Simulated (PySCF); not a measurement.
# C3H5ClOSi (SMILES C#C[SiH](Cl)OC): levels of theory compared

We compute a comparison of 6 runs (BLYP/cc-pVDZ, M06-L/cc-pVDZ, PBE0/cc-pVDZ, SVWN5/cc-pVDZ, TPSS/cc-pVDZ, r2SCAN/cc-pVDZ) of C3H5ClOSi. Input form: a Python script.

Program for the calculation: PySCF 2.14.0.

## Step 1: Starting point

C3H5ClOSi: 11 atoms, total charge 0, spin state singlet. As SMILES, `C#C[SiH](Cl)OC`. The coordinates come from a PBE0-D4/def2-TZVP relaxation. This is one conformer, not always the lowest.

Bond lengths: C1–C2 1.206 Å, C2–Si3 1.819 Å, Si3–Cl4 2.052 Å, Si3–O5 1.621 Å, O5–C6 1.414 Å, C1–H7 1.066 Å, Si3–H8 1.470 Å, C6–H9 1.094 Å, C6–H10 1.095 Å, C6–H11 1.090 Å. Some angles: C1–C2–Si3 179.0°, C2–Si3–Cl4 106.9°, C2–Si3–O5 110.9°, Cl4–Si3–O5 110.8°, Si3–O5–C6 125.1°, C2–C1–H7 179.7°, C2–Si3–H8 111.9°, Cl4–Si3–H8 109.0°, O5–Si3–H8 107.3°, O5–C6–H9 110.8°.

## Step 2: The energy at BLYP/cc-pVDZ (run 1)

File run.py:

```python
# C#C[SiH](Cl)OC
from pyscf import gto, dft

mol = gto.M(
    atom='''
C       -0.937300       0.743000       2.377600
C       -0.126700       0.303700       1.600400
Si       1.107600      -0.328500       0.422800
Cl       1.001800      -2.376300       0.490900
O        0.810500       0.214900      -1.074900
C       -0.413700       0.065900      -1.766300
H       -1.652600       1.128200       3.068300
H        2.470800       0.092500       0.777400
H       -0.600100      -0.985100      -2.005400
H       -1.250700       0.451300      -1.175600
H       -0.344300       0.633400      -2.694600
''',
    verbose=4,
    basis='cc-pvdz',
    charge=0,
    max_memory=1860,
)

calc0 = dft.RKS(mol)
calc0.xc = 'blyp'
calc0.conv_tol = 1e-10
calc0.grids.level = 5
calc0.kernel()
if not calc0.converged:
    calc0 = calc0.newton().run(calc0.mo_coeff, calc0.mo_occ)

e_tot = calc0.e_tot
print('Final energy', e_tot)
```

Run with:

```sh
OMP_NUM_THREADS=1 python run.py
```

The program printed:

```text
PySCF version 2.14.0

[... 85 lines left out ...]
converged SCF energy = -942.181321347882
Final energy -942.1813213478815
```

Run time: 21 s. Hardware: 1 thread of AMD EPYC 9R45 (Zen 5), shared host; peak memory 0.66 GiB.

## Step 3: The energy at M06-L/cc-pVDZ (run 2)

File input.py:

```python
from pyscf import gto, dft

mol = gto.M(
    atom='''
C       -0.937300       0.743000       2.377600
C       -0.126700       0.303700       1.600400
Si       1.107600      -0.328500       0.422800
Cl       1.001800      -2.376300       0.490900
O        0.810500       0.214900      -1.074900
C       -0.413700       0.065900      -1.766300
H       -1.652600       1.128200       3.068300
H        2.470800       0.092500       0.777400
H       -0.600100      -0.985100      -2.005400
H       -1.250700       0.451300      -1.175600
H       -0.344300       0.633400      -2.694600
''',
    basis='cc-pvdz',
    charge=0,
    verbose=3,
    max_memory=1860,
)

mf = dft.RKS(mol)
mf.xc = 'm06-l'
mf.grids.level = 5
mf.conv_tol = 1e-10
mf.kernel()
if not mf.converged:
    mf = mf.newton().run(mf.mo_coeff, mf.mo_occ)

energy = mf.e_tot
print('Final energy', energy)
```

Run with:

```sh
OMP_NUM_THREADS=1 python input.py
```

The program printed:

```text
converged SCF energy = -942.239659709167
Final energy -942.239659709167
```

It took 35 s on 1 thread of AMD EPYC 9R45 (Zen 5), shared host; peak memory 0.71 GiB.

Runs 3 to 5 aren't shown in full; the table further down has their settings and results.

## Step 4: A single-point energy at r2SCAN/cc-pVDZ (run 6)

File job.py:

```python
from pyscf import gto, dft

mol = gto.M(
    atom=[
    ('C', (-0.937300, 0.743000, 2.377600)),
    ('C', (-0.126700, 0.303700, 1.600400)),
    ('Si', (1.107600, -0.328500, 0.422800)),
    ('Cl', (1.001800, -2.376300, 0.490900)),
    ('O', (0.810500, 0.214900, -1.074900)),
    ('C', (-0.413700, 0.065900, -1.766300)),
    ('H', (-1.652600, 1.128200, 3.068300)),
    ('H', (2.470800, 0.092500, 0.777400)),
    ('H', (-0.600100, -0.985100, -2.005400)),
    ('H', (-1.250700, 0.451300, -1.175600)),
    ('H', (-0.344300, 0.633400, -2.694600)),
],
    basis='cc-pvdz',
    verbose=4,
    max_memory=1860,
)

mf = dft.RKS(mol, xc='r2scan')
mf.conv_tol = 1e-10
mf.grids.level = 5
mf.kernel()
if not mf.converged:
    mf = mf.newton().run(mf.mo_coeff, mf.mo_occ)

energy = mf.e_tot
print('E(%s) = %.9f' % ('R2SCAN', energy))
```

Run with:

```sh
OMP_NUM_THREADS=1 python job.py
```

The program printed:

```text
PySCF version 2.14.0

[... 84 lines left out ...]
converged SCF energy = -942.101786291154
E(R2SCAN) = -942.101786291
```

It took 33 s on 1 thread of AMD EPYC 9R45 (Zen 5), shared host; peak memory 0.71 GiB.

## Step 5: All runs side by side

| run | level | energy (Eh) | dipole moment (D) | HOMO energy (eV) | LUMO energy (eV) | wall time |
| --- | --- | --- | --- | --- | --- | --- |
| 1 | BLYP/cc-pVDZ | -942.181321 | 1.94 | -6.70 | -0.94 | 21 s |
| 2 | M06-L/cc-pVDZ | -942.239660 | 2.06 | -7.22 | -0.94 | 35 s |
| 3 | PBE0/cc-pVDZ | -941.768228 | 2.10 | -8.35 | -0.24 | 21 s |
| 4 | SVWN5/cc-pVDZ | -937.983834 | 2.00 | -7.00 | -1.40 | 14 s |
| 5 | TPSS/cc-pVDZ | -942.342387 | 2.06 | -6.98 | -0.98 | 32 s |
| 6 | r2SCAN/cc-pVDZ | -942.101786 | 2.11 | -7.26 | -1.00 | 33 s |

## Step 6: Results

```
            quantity          value
 run 6: total energy  -942.10179 Eh
run 6: dipole moment         2.11 D
  run 6: HOMO energy       -7.26 eV
  run 6: LUMO energy       -1.00 eV
run 6: HOMO–LUMO gap        6.26 eV
```

**Reading.** The dipole moment (its size) runs from 1.94 D (BLYP/cc-pVDZ) to 2.11 D (r2SCAN/cc-pVDZ). The HOMO–LUMO gap runs from 5.61 eV (SVWN5/cc-pVDZ) to 8.11 eV (PBE0/cc-pVDZ). Totals of different functionals can't be ranked against each other. All runs together took 2.6 min, the longest 35 s.
